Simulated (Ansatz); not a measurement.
**BN: a point defect seen from the nuclei (Hf on a B site)**

Wanted: the field gradients around Hf on a B site in BN, cell charge 0, before and after the neighbours move. The cell is a supercell built from a structure deposited in the COD (the entry's cell lengths or inner coordinates differ somewhat from later room-temperature determinations). Planned: a single point, then a relaxation.

The COD entry's cell or inner coordinates are ideal or old and differ from later refinements, so a difference from it is no clean test against experiment.

Program: Ansatz 0.2.0. Level of theory: DFT, PBE, plane-wave PAW, default files, scalar-relativistic. These are calculated values, not measurements.

1 further run of the same task is left out (it didn't finish).

### 1 The structure to begin with

Symmetry: P-6m2, No. 187, hexagonal system. Conventional cell: a = 7.495 Å, b = 7.495 Å, c = 6.636 Å, α = 90.00°, β = 90.00°, γ = 120.00°. Around Hf (site symmetry -6m2) lie 3 N at 1.44 Å. Around B (site symmetry m) lie 3 N at 1.44 Å. B (site symmetry -6m2) has 3 N at 1.44 Å as nearest neighbours. B (site symmetry mm2) has 3 N at 1.44 Å as nearest neighbours. N (site symmetry -6m2) is surrounded by 3 B at 1.44 Å. Only part of the 14 independent sites is listed.

As a file:

```
Hf B N
1.0
     7.49472    0.00000    0.00000
    -3.74736    6.49062    0.00000
     0.00000    0.00000    6.63570
Hf B N
1 17 18
Direct
  0.11111 0.22222 0.25000
  0.11111 0.55556 0.25000
  0.11111 0.88889 0.25000
  0.44444 0.22222 0.25000
  0.44444 0.55556 0.25000
  0.44444 0.88889 0.25000
  0.77778 0.22222 0.25000
  0.77778 0.55556 0.25000
  0.77778 0.88889 0.25000
  0.22222 0.11111 0.75000
  0.22222 0.44444 0.75000
  0.22222 0.77778 0.75000
  0.55556 0.11111 0.75000
  0.55556 0.44444 0.75000
  0.55556 0.77778 0.75000
  0.88889 0.11111 0.75000
  0.88889 0.44444 0.75000
  0.88889 0.77778 0.75000
  0.11111 0.22222 0.75000
  0.11111 0.55556 0.75000
  0.11111 0.88889 0.75000
  0.44444 0.22222 0.75000
  0.44444 0.55556 0.75000
  0.44444 0.88889 0.75000
  0.77778 0.22222 0.75000
  0.77778 0.55556 0.75000
  0.77778 0.88889 0.75000
  0.22222 0.11111 0.25000
  0.22222 0.44444 0.25000
  0.22222 0.77778 0.25000
  0.55556 0.11111 0.25000
  0.55556 0.44444 0.25000
  0.55556 0.77778 0.25000
  0.88889 0.11111 0.25000
  0.88889 0.44444 0.25000
  0.88889 0.77778 0.25000
```

Atom 1 of the input is the impurity.

### 2 Gradients at the starting positions

Input file input.yaml:

```yaml
crystal:
  lattice:
    - [7.49472, 0.0, 0.0]
    - [-3.74736, 6.4906179144, 0.0]
    - [0.0, 0.0, 6.6357]
  atoms:
    - { symbol: Hf, position: [0.1111111111, 0.2222222222, 0.25], spin: 1.0 }
    - { symbol: B, position: [0.1111111111, 0.5555555556, 0.25] }
    - { symbol: B, position: [0.1111111111, 0.8888888889, 0.25] }
    - { symbol: B, position: [0.4444444444, 0.2222222222, 0.25] }
    - { symbol: B, position: [0.4444444444, 0.5555555556, 0.25] }
    - { symbol: B, position: [0.4444444444, 0.8888888889, 0.25] }
    - { symbol: B, position: [0.7777777778, 0.2222222222, 0.25] }
    - { symbol: B, position: [0.7777777778, 0.5555555556, 0.25] }
    - { symbol: B, position: [0.7777777778, 0.8888888889, 0.25] }
    - { symbol: B, position: [0.2222222222, 0.1111111111, 0.75] }
    - { symbol: B, position: [0.2222222222, 0.4444444444, 0.75] }
    - { symbol: B, position: [0.2222222222, 0.7777777778, 0.75] }
    - { symbol: B, position: [0.5555555556, 0.1111111111, 0.75] }
    - { symbol: B, position: [0.5555555556, 0.4444444444, 0.75] }
    - { symbol: B, position: [0.5555555556, 0.7777777778, 0.75] }
    - { symbol: B, position: [0.8888888889, 0.1111111111, 0.75] }
    - { symbol: B, position: [0.8888888889, 0.4444444444, 0.75] }
    - { symbol: B, position: [0.8888888889, 0.7777777778, 0.75] }
    - { symbol: "N", position: [0.1111111111, 0.2222222222, 0.75] }
    - { symbol: "N", position: [0.1111111111, 0.5555555556, 0.75] }
    - { symbol: "N", position: [0.1111111111, 0.8888888889, 0.75] }
    - { symbol: "N", position: [0.4444444444, 0.2222222222, 0.75] }
    - { symbol: "N", position: [0.4444444444, 0.5555555556, 0.75] }
    - { symbol: "N", position: [0.4444444444, 0.8888888889, 0.75] }
    - { symbol: "N", position: [0.7777777778, 0.2222222222, 0.75] }
    - { symbol: "N", position: [0.7777777778, 0.5555555556, 0.75] }
    - { symbol: "N", position: [0.7777777778, 0.8888888889, 0.75] }
    - { symbol: "N", position: [0.2222222222, 0.1111111111, 0.25] }
    - { symbol: "N", position: [0.2222222222, 0.4444444444, 0.25] }
    - { symbol: "N", position: [0.2222222222, 0.7777777778, 0.25] }
    - { symbol: "N", position: [0.5555555556, 0.1111111111, 0.25] }
    - { symbol: "N", position: [0.5555555556, 0.4444444444, 0.25] }
    - { symbol: "N", position: [0.5555555556, 0.7777777778, 0.25] }
    - { symbol: "N", position: [0.8888888889, 0.1111111111, 0.25] }
    - { symbol: "N", position: [0.8888888889, 0.4444444444, 0.25] }
    - { symbol: "N", position: [0.8888888889, 0.7777777778, 0.25] }
magnetization:
  spin_polarized: true
kpoints:
  mp_grid: { grid: [3, 3, 3] }
scf:
  occupations: { method: fermi_dirac, width: 0.01 }
hamiltonian:
  xc: pbe
  pseudopotentials: { kind: paw }
output:
  forces: true
  stress: true
  populations: true
  efg:
    quadrupole_moments_barn: { Hf: 3.365, B: 0.04059, "N": 0.02044 }
    contact_densities: true
```

Command:

```bash
> ansatz run input.yaml --threads 1 --pin off --max-ram 3072MiB --backend cpu --events-out ev --progress --plain --runs-dir out
```

Output:

```text
Warning: RAYON_NUM_THREADS=1 ignored (pool sized by the plan → 1); use --threads N
Hf: output.efg is read without spin–orbit coupling, which moves field gradients at and beside such atoms by some per cent and up to a factor of two; PAW files take it under magnetization.noncollinear and magnetization.spin_orbit
Engine: ansatz 0.2.0, aarch64-unknown-linux-gnu
Pseudopotentials: kind: paw
Pseudopotential: Hf, paw, valence charge 26, recommended cutoff 420 eV (normal), Hf.paw.azcp
Pseudopotential: B, paw, valence charge 3, recommended cutoff 420 eV (normal), B.paw.azcp
Pseudopotential: N, paw, valence charge 5, recommended cutoff 420 eV (normal), N.paw.azcp
Functional definition: PBE
  parameter kappa = 0.804
  parameter beta = 0.06672455060314922
  exchange = pbe_x(kappa = kappa, mu = beta*pi^2/3)
  correlation = pbe_c(beta = beta)
Crystal: 36 atoms, lattice volume = 322.796 Å³
Basis set: ecut = 420 eV, 6335 PW (Γ), exchange–correlation on 108×108×90 points (8 copies of the dense FFT grid, shifted against one another)
Bands: 120, of which v1, the nominal top of the filled ones, is band 84 counted from 1 (83 counted from 0)
Symmetry: 12 space group operations
Space group: P-6m2 (ITA 187), of the structure as read, at distance tolerance 6.9e-5 Å
Magnetic group: BNS 187.209 (UNI 1439), of the structure as read, at distance tolerance 6.9e-5 Å
k-points: 6 of 27 (time reversal used)
Non-local potential: Hf, projectors of the file, l = 0: 3, l = 1: 2, l = 2: 2, l = 3: 3
Non-local potential: B, projectors of the file, l = 0: 2, l = 1: 2, l = 2: 1
Non-local potential: N, projectors of the file, l = 0: 2, l = 1: 2, l = 2: 1
PAW form: soft (Blöchl's): semilocal exchange-correlation on the pseudo side does not see the compensation charge
PAW one-centre angular grid: Hf, 590 points (default); XC on 64 Gauss nodes
PAW one-centre angular grid: B, 110 points (default); XC on 64 Gauss nodes
PAW one-centre angular grid: N, 110 points (default); XC on 64 Gauss nodes
Initial density: superposition of atomic densities (chi_scale 0.1, normalization cell, long waves kept (reshape's long-wave potential 0.35 eV rms))
Starting moments: Σ|m| = 1 μB on 1 of 36 sites
Initial wavefunctions: pseudopotential atomic-orbital guess
Functional: x = pbe(κ = 0.804, μ = 0.2195149727645171), c = pbe(β = 0.06672455060314922)
SCF iter   1: F=—  HF=-25319.351191 eV  |F-HF|=—  |Δ(HF+E_count)|=         —  Δρ=9.11e-2 (↑8.80e-2 ↓9.11e-2)  dr2=1.32e2  dr2_m=6.52e-2  M=0.333 μB ∫|m|=0.369 μB  β_m=0.30  ethr=3.10e-3  ⟨swp⟩=6.7  Hψ=6816  notcnv=0  defer=146
Mixer restart at iter 1: flushing history
preconditioner: auto → Kerker (q_TF=auto, 2.444 Å⁻¹)  [metal: Δε(μ)=0.015 eV  Ē_g=17.361 eV  σ=0.010 eV  W_gap=0.33  n_scr=70 (ndim 8)  ℏωp=25.7 eV  f_vac=0.000  D(μ)=14.10/eV (n_scr^D=130)]
spin=Collinear: Kerker preconditioning applied to the charge; magnetization (m = ρ↑ − ρ↓) channel mixes plain (no charge-response kernel on spin).
SCF iter   2: F=—  HF=-25307.451374 eV  |F-HF|=—  |Δ(HF+E_count)|=    1.19e1  Δρ=6.01e-2 (↑5.73e-2 ↓6.01e-2)  dr2=7.21e1  dr2_m=3.32e-2  M=0.333 μB ∫|m|=0.373 μB  β_m=0.58  ethr=3.10e-3  ⟨swp⟩=3.2  Hψ=2757  notcnv=0  defer=373
[... 14 lines left out ...]
SCF iter  17: F=—  HF=-25296.875007 eV  |F-HF|=—  |Δ(HF+E_count)|=   2.75e-7  Δρ=1.40e-6 (↑1.19e-6 ↓1.40e-6)  dr2=2.98e-8  dr2_m=7.81e-10  M=0.096 μB ∫|m|=0.126 μB  β_m=0.94  ethr=1.61e-10  ⟨swp⟩=2.0  Hψ=2446  notcnv=0  defer=356
SCF iter  18: F=—  HF=-25296.875007 eV  |F-HF|=—  |Δ(HF+E_count)|=   2.29e-8  Δρ=5.62e-7 (↑5.62e-7 ↓4.45e-7)  dr2=5.46e-9  dr2_m=1.69e-10  M=0.096 μB ∫|m|=0.126 μB  β_m=0.97  ethr=1.78e-11  ⟨swp⟩=14.8  Hψ=10380  notcnv=0
SCF iter  19: F=-25296.875007 eV  HF=-25296.875007 eV  |F-HF|=3.78e-10  |Δ(HF+E_count)|=  5.89e-10  Δρ=2.56e-7 (↑2.35e-7 ↓2.56e-7)  dr2=1.08e-9  dr2_m=3.30e-11  M=0.096 μB ∫|m|=0.126 μB  ethr=3.27e-12  ⟨swp⟩=3.0  Hψ=3199  notcnv=0
SCF 1 converged in 19 iterations: F = -25296.875007 eV  dr2 = 1.08e-9
SCF converged after 19 iterations
Magnetization: 0.0961 μB (83.5481 up, 83.4519 down)
Absolute magnetization: 0.1265 μB (∫|ρ↑−ρ↓|, with the PAW one-centre terms)
Spin contamination: 0.0001 ħ² per cell (⟨S²⟩ above its minimum at these occupations)
Per-site moments (μB) at R_I (Å): [(0.0006586742195534268, 0.5949733087536876), (0.0029980699176236033, 0.5949733087983105), (0.0029980699176235005, 0.5949733087983106), (0.0029980699176235946, 0.5949733087983105), (0.002998069917623593, 0.5949733087983105), (-3.3493430838192155e-5, 0.5949733088429334), (0.002998069917623669, 0.5949733087983105), (0.003019997689460356, 0.5949733088429335), (0.0029980699176235075, 0.5949733087983106), (0.00025061503646691557, 0.5949733087536878), (0.00025061503646684873, 0.5949733087536876), (0.000607665993585705, 0.5949733087983105), (0.000607665993585646, 0.5949733087983105), (5.524484516336192e-5, 0.5949733088429335), (0.0006076659935857235, 0.5949733087983105), (0.00025061503646687584, 0.5949733087536879), (5.524484516330616e-5, 0.5949733088429334), (5.524484516345236e-5, 0.5949733088429332), (-0.00018435617226901619, 0.5949733087536876), (-0.00015700638174045374, 0.5949733087983105), (-0.00015700638174039866, 0.5949733087983106), (-0.00015700638174026804, 0.5949733087983105), (-0.0001570063817404288, 0.5949733087983105), (-0.00029911597700477686, 0.5949733088429334), (-0.00015700638174031273, 0.5949733087983105), (-2.5035841425663147e-5, 0.5949733088429335), (-0.0001570063817403633, 0.5949733087983106), (-0.001007859063337478, 0.5949733087536878), (-0.001007859063337404, 0.5949733087536876), (-0.0009761617926602188, 0.5949733087983105), (-0.0009761617926603685, 0.5949733087983105), (-0.0014333534204247025, 0.5949733088429335), (-0.0009761617926602397, 0.5949733087983105), (-0.0010078590633374547, 0.5949733087536879), (-0.0014333534204246834, 0.5949733088429334), (-0.001433353420424639, 0.5949733088429332)]
Free energy (F): -25296.875007 eV
Harris-Foulkes:  -25296.875007 eV  (|F-HF|=3.78e-10)
Internal energy: -25296.873557 eV  (E = F + TS)
E sigma→0 (E₀):  -25296.874282 eV
Entropy (-TS):   -0.001450 eV (-0.040 meV/atom)
Fermi energy:    9.970901 eV
--- Per-component energies (eV) ---
[... 14 lines left out ...]
--- Forces (eV/Å), atoms counted from 1 ---
  atom   1  Hf     0.00000000     0.00000000     0.00000000
  atom   2  B     -0.39069575     1.55124444     0.00000000
  atom   3  B      1.14806921    -1.11397467     0.00000000
  atom   4  B      1.53876497    -0.43726977     0.00000000
  atom   5  B      0.39069575     1.55124444     0.00000000
  atom   6  B      0.00000000     0.00000000     0.00000000
[... 30 lines left out ...]
  max |Σ_I F_I| component: 1.68e-15 eV/Å
--- Stress (GPa, compression-positive) ---
       61.007943       0.000000       0.000000
        0.000000      61.007943       0.000000
        0.000000       0.000000       2.857638
  P = ⅓ Tr σ = 41.6245 GPa (416.245 kbar)
--- PAW observables at the nuclei: V_zz in 10²¹ V/m², potentials from the cell's mean, atoms counted from 1 ---
  atom   1  Hf V_zz =   +39.983904   η = 0.0000   by run symmetry: allowed   C_q = +3253.3038 MHz
            electrostatic potential = -14175.492512 V   contact ρ = 7528939.637864 e/Å³   contact ρ_s (e/Å³): all electrons -0.074467, valence -0.074431
  atom   2  B  V_zz =    +2.913473   η = 0.0614   by run symmetry: allowed   C_q = +2.8595 MHz
            electrostatic potential = -323.746544 V   contact ρ = 487.099470 e/Å³   contact ρ_s (e/Å³): all electrons +0.004467, valence +0.010386
  atom   3  B  V_zz =    +2.913473   η = 0.0614   by run symmetry: allowed   C_q = +2.8595 MHz
            electrostatic potential = -323.746544 V   contact ρ = 487.099470 e/Å³   contact ρ_s (e/Å³): all electrons +0.004467, valence +0.010386
  atom   4  B  V_zz =    +2.913473   η = 0.0614   by run symmetry: allowed   C_q = +2.8595 MHz
            electrostatic potential = -323.746544 V   contact ρ = 487.099469 e/Å³   contact ρ_s (e/Å³): all electrons +0.004467, valence +0.010386
  atom   5  B  V_zz =    +2.913473   η = 0.0614   by run symmetry: allowed   C_q = +2.8595 MHz
            electrostatic potential = -323.746544 V   contact ρ = 487.099470 e/Å³   contact ρ_s (e/Å³): all electrons +0.004467, valence +0.010386
  atom   6  B  V_zz =    +2.992084   η = 0.0000   by run symmetry: allowed   C_q = +2.9366 MHz
            electrostatic potential = -323.574231 V   contact ρ = 486.966072 e/Å³   contact ρ_s (e/Å³): all electrons +0.000193, valence +0.000107
  atom   7  B  V_zz =    +2.913473   η = 0.0614   by run symmetry: allowed   C_q = +2.8595 MHz
            electrostatic potential = -323.746544 V   contact ρ = 487.099469 e/Å³   contact ρ_s (e/Å³): all electrons +0.004467, valence +0.010386
  atom   8  B  V_zz =    +2.545998   η = 0.0000   by run symmetry: allowed   C_q = +2.4988 MHz
            electrostatic potential = -323.622866 V   contact ρ = 486.807140 e/Å³   contact ρ_s (e/Å³): all electrons +0.004145, valence +0.010121
  atom   9  B  V_zz =    +2.913473   η = 0.0614   by run symmetry: allowed   C_q = +2.8595 MHz
            electrostatic potential = -323.746544 V   contact ρ = 487.099470 e/Å³   contact ρ_s (e/Å³): all electrons +0.004467, valence +0.010386
  atom  10  B  V_zz =    +2.816170   η = 0.0353   by run symmetry: allowed   C_q = +2.7640 MHz
            electrostatic potential = -323.480039 V   contact ρ = 486.878542 e/Å³   contact ρ_s (e/Å³): all electrons +0.000316, valence +0.000816
  atom  11  B  V_zz =    +2.816170   η = 0.0353   by run symmetry: allowed   C_q = +2.7640 MHz
            electrostatic potential = -323.480039 V   contact ρ = 486.878542 e/Å³   contact ρ_s (e/Å³): all electrons +0.000316, valence +0.000816
  atom  12  B  V_zz =    +2.759365   η = 0.0065   by run symmetry: allowed   C_q = +2.7082 MHz
            electrostatic potential = -323.591571 V   contact ρ = 486.870521 e/Å³   contact ρ_s (e/Å³): all electrons +0.000871, valence +0.002077
  atom  13  B  V_zz =    +2.759365   η = 0.0065   by run symmetry: allowed   C_q = +2.7082 MHz
            electrostatic potential = -323.591571 V   contact ρ = 486.870521 e/Å³   contact ρ_s (e/Å³): all electrons +0.000871, valence +0.002077
  atom  14  B  V_zz =    +2.828025   η = 0.0048   by run symmetry: allowed   C_q = +2.7756 MHz
            electrostatic potential = -323.558861 V   contact ρ = 486.889671 e/Å³   contact ρ_s (e/Å³): all electrons +0.000114, valence +0.000221
  atom  15  B  V_zz =    +2.759365   η = 0.0065   by run symmetry: allowed   C_q = +2.7082 MHz
            electrostatic potential = -323.591571 V   contact ρ = 486.870521 e/Å³   contact ρ_s (e/Å³): all electrons +0.000871, valence +0.002077
  atom  16  B  V_zz =    +2.816170   η = 0.0353   by run symmetry: allowed   C_q = +2.7640 MHz
            electrostatic potential = -323.480039 V   contact ρ = 486.878542 e/Å³   contact ρ_s (e/Å³): all electrons +0.000316, valence +0.000816
  atom  17  B  V_zz =    +2.828025   η = 0.0048   by run symmetry: allowed   C_q = +2.7756 MHz
            electrostatic potential = -323.558861 V   contact ρ = 486.889671 e/Å³   contact ρ_s (e/Å³): all electrons +0.000114, valence +0.000221
  atom  18  B  V_zz =    +2.828025   η = 0.0048   by run symmetry: allowed   C_q = +2.7756 MHz
            electrostatic potential = -323.558861 V   contact ρ = 486.889671 e/Å³   contact ρ_s (e/Å³): all electrons +0.000114, valence +0.000221
  atom  19  N  V_zz =    +1.090732   η = 0.0000   by run symmetry: allowed   C_q = +0.5391 MHz
            electrostatic potential = -513.167528 V   contact ρ = 1412.079368 e/Å³   contact ρ_s (e/Å³): all electrons -0.001725, valence -0.002022
  atom  20  N  V_zz =    -0.115764   η = 0.4325   by run symmetry: allowed   C_q = -0.0572 MHz
            electrostatic potential = -513.388356 V   contact ρ = 1411.303135 e/Å³   contact ρ_s (e/Å³): all electrons +0.000581, valence +0.000258
  atom  21  N  V_zz =    -0.115764   η = 0.4325   by run symmetry: allowed   C_q = -0.0572 MHz
            electrostatic potential = -513.388356 V   contact ρ = 1411.303135 e/Å³   contact ρ_s (e/Å³): all electrons +0.000581, valence +0.000258
  atom  22  N  V_zz =    -0.115764   η = 0.4325   by run symmetry: allowed   C_q = -0.0572 MHz
            electrostatic potential = -513.388356 V   contact ρ = 1411.303135 e/Å³   contact ρ_s (e/Å³): all electrons +0.000581, valence +0.000258
  atom  23  N  V_zz =    -0.115764   η = 0.4325   by run symmetry: allowed   C_q = -0.0572 MHz
            electrostatic potential = -513.388356 V   contact ρ = 1411.303135 e/Å³   contact ρ_s (e/Å³): all electrons +0.000581, valence +0.000258
  atom  24  N  V_zz =    -0.167064   η = 0.0000   by run symmetry: allowed   C_q = -0.0826 MHz
            electrostatic potential = -513.417307 V   contact ρ = 1411.238247 e/Å³   contact ρ_s (e/Å³): all electrons -0.001916, valence -0.002419
  atom  25  N  V_zz =    -0.115764   η = 0.4325   by run symmetry: allowed   C_q = -0.0572 MHz
            electrostatic potential = -513.388356 V   contact ρ = 1411.303135 e/Å³   contact ρ_s (e/Å³): all electrons +0.000581, valence +0.000258
  atom  26  N  V_zz =    -0.265614   η = 0.0000   by run symmetry: allowed   C_q = -0.1313 MHz
            electrostatic potential = -513.422229 V   contact ρ = 1411.229067 e/Å³   contact ρ_s (e/Å³): all electrons +0.001402, valence +0.001306
  atom  27  N  V_zz =    -0.115764   η = 0.4325   by run symmetry: allowed   C_q = -0.0572 MHz
            electrostatic potential = -513.388356 V   contact ρ = 1411.303135 e/Å³   contact ρ_s (e/Å³): all electrons +0.000581, valence +0.000258
  atom  28  N  V_zz =    -3.781354   η = 0.4735   by run symmetry: allowed   C_q = -1.8689 MHz
            electrostatic potential = -514.973143 V   contact ρ = 1415.923468 e/Å³   contact ρ_s (e/Å³): all electrons -0.006791, valence -0.008658
  atom  29  N  V_zz =    -3.781354   η = 0.4735   by run symmetry: allowed   C_q = -1.8689 MHz
            electrostatic potential = -514.973143 V   contact ρ = 1415.923468 e/Å³   contact ρ_s (e/Å³): all electrons -0.006791, valence -0.008658
  atom  30  N  V_zz =    -0.314959   η = 0.5580   by run symmetry: allowed   C_q = -0.1557 MHz
            electrostatic potential = -513.498627 V   contact ρ = 1411.487118 e/Å³   contact ρ_s (e/Å³): all electrons -0.005340, valence -0.006995
  atom  31  N  V_zz =    -0.314959   η = 0.5580   by run symmetry: allowed   C_q = -0.1557 MHz
            electrostatic potential = -513.498627 V   contact ρ = 1411.487118 e/Å³   contact ρ_s (e/Å³): all electrons -0.005340, valence -0.006995
  atom  32  N  V_zz =    -0.552202   η = 0.0479   by run symmetry: allowed   C_q = -0.2729 MHz
            electrostatic potential = -513.405612 V   contact ρ = 1411.382286 e/Å³   contact ρ_s (e/Å³): all electrons -0.008613, valence -0.011029
  atom  33  N  V_zz =    -0.314959   η = 0.5580   by run symmetry: allowed   C_q = -0.1557 MHz
            electrostatic potential = -513.498627 V   contact ρ = 1411.487118 e/Å³   contact ρ_s (e/Å³): all electrons -0.005340, valence -0.006995
  atom  34  N  V_zz =    -3.781354   η = 0.4735   by run symmetry: allowed   C_q = -1.8689 MHz
            electrostatic potential = -514.973143 V   contact ρ = 1415.923468 e/Å³   contact ρ_s (e/Å³): all electrons -0.006791, valence -0.008658
  atom  35  N  V_zz =    -0.552202   η = 0.0479   by run symmetry: allowed   C_q = -0.2729 MHz
            electrostatic potential = -513.405612 V   contact ρ = 1411.382286 e/Å³   contact ρ_s (e/Å³): all electrons -0.008613, valence -0.011029
  atom  36  N  V_zz =    -0.552202   η = 0.0479   by run symmetry: allowed   C_q = -0.2729 MHz
            electrostatic potential = -513.405612 V   contact ρ = 1411.382286 e/Å³   contact ρ_s (e/Å³): all electrons -0.008613, valence -0.011029
--- Band table (eV; the first three rows and the last of 12) ---
[... 4 lines left out ...]
--- Löwdin populations: 36 sites ---
  site symbol       q [e]    m [muB]
[... 36 lines left out ...]
  spilling = 0.006752 (of n_electrons = 167.000000)
```

Wall time 2.6 min (1 thread of Arm Neoverse V1, shared host); peak memory 0.88 GiB.

The run ends with no gap over 0.1 eV on the mesh, largest force 44.038 eV/Å, pressure 41.6 GPa, net moment 0.10 μB.

The printed gradients, by site: 11 of 14, those nearest the defect, the farthest of each element and the two largest gradients.

| site | atoms | distance from the defect (Å) | V_zz (10²¹ V/m²) | η | C_Q (MHz) |
| --- | --- | --- | --- | --- | --- |
| Hf | 1 | 0.00 | 40.0 | 0.00 | 3253 (¹⁷⁷Hf) |
| N28 | 28, 29, 34 | 1.44 | -3.78 | 0.47 | -1.87 (¹⁴N) |
| B2 | 2, 3, 4, 5, … | 2.50 | 2.91 | 0.06 | 2.86 (¹¹B) |
| N32 | 32, 35, 36 | 2.88 | -0.55 | 0.05 | -0.273 (¹⁴N) |
| N19 | 19 | 3.32 | 1.09 | 0.00 | 0.539 (¹⁴N) |
| B10 | 10, 11, 16 | 3.62 | 2.82 | 0.04 | 2.76 (¹¹B) |
| N30 | 30, 31, 33 | 3.82 | -0.31 | 0.56 | -0.156 (¹⁴N) |
| N20 | 20, 21, 22, 23, … | 4.15 | -0.12 | 0.43 | -0.057 (¹⁴N) |
| B6 | 6 | 4.33 | 2.99 | 0.00 | 2.94 (¹¹B) |
| B12 | 12, 13, 15 | 5.06 | 2.76 | 0.01 | 2.71 (¹¹B) |
| N26 | 26 | 5.45 | -0.27 | 0.00 | -0.131 (¹⁴N) |

Conventions: |V_zz| ≥ |V_yy| ≥ |V_xx|, η = (V_xx − V_yy)/V_zz, C_Q = eQV_zz/h. Quadrupole moments are those of Pyykkö's year-2017 table.

Direction of the V_zz axis (Cartesian unit vector):

| site | atom | x | y | z |
| --- | --- | --- | --- | --- |
| Hf | 1 | 0.00 | 0.00 | 1.00 |
| B2 | 2 | 0.00 | 0.00 | 1.00 |
| B6 | 6 | 0.00 | 0.00 | 1.00 |
| B8 | 8 | 0.00 | 0.00 | 1.00 |
| B10 | 10 | 0.00 | 0.00 | 1.00 |
| B12 | 12 | 0.00 | 0.00 | 1.00 |
| B14 | 14 | 0.00 | 0.00 | 1.00 |
| N19 | 19 | 0.00 | 0.00 | 1.00 |
| N20 | 20 | 0.00 | 0.00 | 1.00 |
| N24 | 24 | 0.00 | 0.00 | 1.00 |

(Part 1 of 2 ends here.)
